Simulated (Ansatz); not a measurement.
Ge2H8Si, SMILES [GeH3][SiH2][GeH3], a single point in a Gaussian basis

Program: Ansatz 0.2.0 through its Python package.

Contents of `ge2h8si.xyz`:
```text
11

Ge   -1.23390    1.24500   -0.60240
Si   -0.43230   -0.84140   -0.31810
Ge    1.53910   -0.69810    0.82070
H    -2.54990    1.21610   -1.38950
H    -0.26670    2.13250   -1.43980
H    -1.51790    1.96050    0.76950
H    -0.17100   -1.46010   -1.62460
H    -1.34540   -1.63040    0.44730
H     1.32760   -0.01890    2.25510
H     2.57490    0.16040    0.04350
H     2.14080   -2.12260    1.05890
```

At the Python prompt:
```pycon
>>> from pathlib import Path
>>> import ansatz
>>> BASIS = "def2-SVPD"
>>> XC = "r2SCAN"
>>> VDW = "d3bj"
>>> system = ansatz.Crystal.molecule_from_extxyz("ge2h8si.xyz")
>>> base = (
...     system.calculation()
...     .basis(gaussian=BASIS)
...     .functional(XC, dispersion=VDW)
...     .orbitals()
... )
>>> print(base.to_yaml())
crystal:
  periodic: [false, false, false]
  atoms:
    - { symbol: Ge, position_ang: [-1.2339, 1.245, -0.6024] }
    - { symbol: Si, position_ang: [-0.4323, -0.8414, -0.3181] }
    - { symbol: Ge, position_ang: [1.5391, -0.6981, 0.8207] }
    - { symbol: H, position_ang: [-2.5499, 1.2161, -1.3895] }
    - { symbol: H, position_ang: [-0.2667, 2.1325, -1.4398] }
    - { symbol: H, position_ang: [-1.5179, 1.9605, 0.7695] }
    - { symbol: H, position_ang: [-0.171, -1.4601, -1.6246] }
    - { symbol: H, position_ang: [-1.3454, -1.6304, 0.4473] }
    - { symbol: H, position_ang: [1.3276, -0.0189, 2.2551] }
    - { symbol: H, position_ang: [2.5749, 0.1604, 0.0435] }
    - { symbol: H, position_ang: [2.1408, -2.1226, 1.0589] }
basis:
  gaussian:
    orbitals: def2-SVPD
hamiltonian:
  xc: r2scan
  dispersion: d3bj
output:
  orbitals: {}
>>> outcome = base.run(runs_dir="ge2h8si_runs")
DeckWarning: the engine holds no damping parameters fitted to this dispersion correction and functional, so the run takes those fitted to r2scan beside the three-body term, which d3bj leaves out (hamiltonian.dispersion, under Limitations)
>>> summary = outcome.report
>>> summary["reference_energy_ev"]
-121026.3974114232
>>> summary["converged"], summary["free_energy_ev"]
(True, -121026.46948985422)
>>> {key: value for key, value in summary.items() if isinstance(value, (int, float)) and "ev" in key}
{'free_energy_ev': -121026.46948985422, 'reference_energy_ev': -121026.3974114232}
>>> for key in ("converged", "free_energy_ev", "reference_energy_ev", "n_frozen", "n_occupied", "n_virtual"):
...     print(f"{key:22s} {summary[key]}")
...
converged              True
free_energy_ev         -121026.46948985422
reference_energy_ev    -121026.3974114232
n_frozen               0
n_occupied             [43, 43]
n_virtual              [121, 121]
>>> lines = Path(summary["orbitals_path"]).read_text().splitlines()
>>> field_of = lambda key: [line.split("=")[1].strip() for line in lines if line.startswith(key)]
>>> orbitals = [(27.211386 * float(e), s, float(n)) for e, s, n in zip(field_of("Ene="), field_of("Spin="), field_of("Occup="))]
>>> homo = max(e for e, _, n in orbitals if n > 0.5)
>>> lumo = min(e for e, _, n in orbitals if n < 0.5)
>>> for e, spin, n in sorted(orbitals):
...     if homo - 10 < e < lumo + 5:
...         print(f"{spin:6s} {e:10.3f} eV  occupation {n:.0f}")
...
Alpha     -15.525 eV  occupation 2
Alpha     -14.146 eV  occupation 2
Alpha     -12.574 eV  occupation 2
Alpha      -9.675 eV  occupation 2
Alpha      -9.043 eV  occupation 2
Alpha      -8.622 eV  occupation 2
Alpha      -8.551 eV  occupation 2
Alpha      -8.385 eV  occupation 2
Alpha      -7.892 eV  occupation 2
Alpha      -7.271 eV  occupation 2
Alpha      -0.571 eV  occupation 0
Alpha      -0.384 eV  occupation 0
Alpha      -0.296 eV  occupation 0
Alpha       0.065 eV  occupation 0
Alpha       0.209 eV  occupation 0
Alpha       0.370 eV  occupation 0
Alpha       0.878 eV  occupation 0
Alpha       1.421 eV  occupation 0
Alpha       1.489 eV  occupation 0
Alpha       1.961 eV  occupation 0
Alpha       2.350 eV  occupation 0
Alpha       2.438 eV  occupation 0
Alpha       2.845 eV  occupation 0
Alpha       3.221 eV  occupation 0
Alpha       3.731 eV  occupation 0
Alpha       3.763 eV  occupation 0
Alpha       4.020 eV  occupation 0
Alpha       4.215 eV  occupation 0
Alpha       4.425 eV  occupation 0
```

Notes:
- Total energies depend on the basis set; only differences at equal settings carry meaning.
- Warnings are shown shortened and without file and line.
- The geometry is a force-field or estimated start, not a minimum of this method, and the basis set is short of its limit.
- Alpha marks a spatial orbital of a restricted run, filled by both spins.
- Total less reference energy is the dispersion correction.
- Levels such as HOMO and LUMO are orbital energies: with these approximate functionals they aren't the ionisation energy and electron affinity, and their gap isn't the fundamental gap.
- A dispersion term here runs with damping parameters fitted for another variant or functional.
- Hardware and time: 8.2 s on 1 thread of Intel(R) Xeon(R) Platinum 8488C (Sapphire Rapids) (shared host), peak memory 0.32 GiB.

(Lines on the test bed's own set-up are left out of the output.)
